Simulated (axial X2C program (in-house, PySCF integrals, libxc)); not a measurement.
**OCuO²⁺: bond lengths and stretches, held linear**

The task here is to estimate one member of a computed series from the others.

Method: all-electron X2C, two-component (2c) or spin-free, O dyall-av3z, Cu dyall-v3z; program: an in-house X2C program for linear molecules on PySCF integrals.

All values are calculated.

2 further runs of the same task are left out: 2 set aside as unsound or not needed.

The first run:

task.json

```json
{"zs": [8, 29, 8], "q": 2, "bas": ["dyall-av3z", "dyall-v3z", "dyall-av3z"], "r0": [1.72, 1.72], "symm": 1, "scan": ["PBE0", "HF", "PBE"], "levels": ["PBE0", "HF", "TPSSh"], "nst": 2}
```

Keys: zs atomic numbers; q charge; bas basis sets; r0 starting distance in Å; symm equal bonds; scan levels of the two-bond scan (MP2 follows by itself at each HF point); levels methods; nst determinants followed.

The run is started by

```console
$ python solin.py task.json out
```

Masses O 15.995, Cu 62.930, O 15.995 u.

Steps of the session up to this table: Scan at PBE0, 2c; Scan at HF, 2c; Scan at PBE, 2c.

One of the session's tables, all rows but one given; the rest of the session is left out.

```
          level  r(O–Cu) (Å)  r(Cu–O) (Å)  lower stretch (cm⁻¹)  upper stretch (cm⁻¹)
       PBE0, 2c        1.963        1.963                 350.6                 421.2
         HF, 2c        2.042        2.042                 353.9                 433.2
        PBE, 2c            ?            ?                     ?                     ?
        MP2, 2c        1.969        1.969                 386.4                 472.1
PBE0, spin-free        1.962        1.962                 350.9                 421.4
  HF, spin-free        2.038        2.038                 358.0                 435.7
 PBE, spin-free        1.921        1.921                 272.6                 313.4
 MP2, spin-free        1.966        1.966                 388.7                 472.8
```

**Question.** Estimate the row for PBE, 2c.

As computed: r(O–Cu) (Å): 1.921; r(Cu–O) (Å): 1.921; lower stretch (cm⁻¹): 272.3; upper stretch (cm⁻¹): 313.2.

Scans not shown above were run alike.

Caveats from the session: A multiply charged ion may be only metastable. The molecule was held linear; bending was not examined, so a bent shape may lie lower.
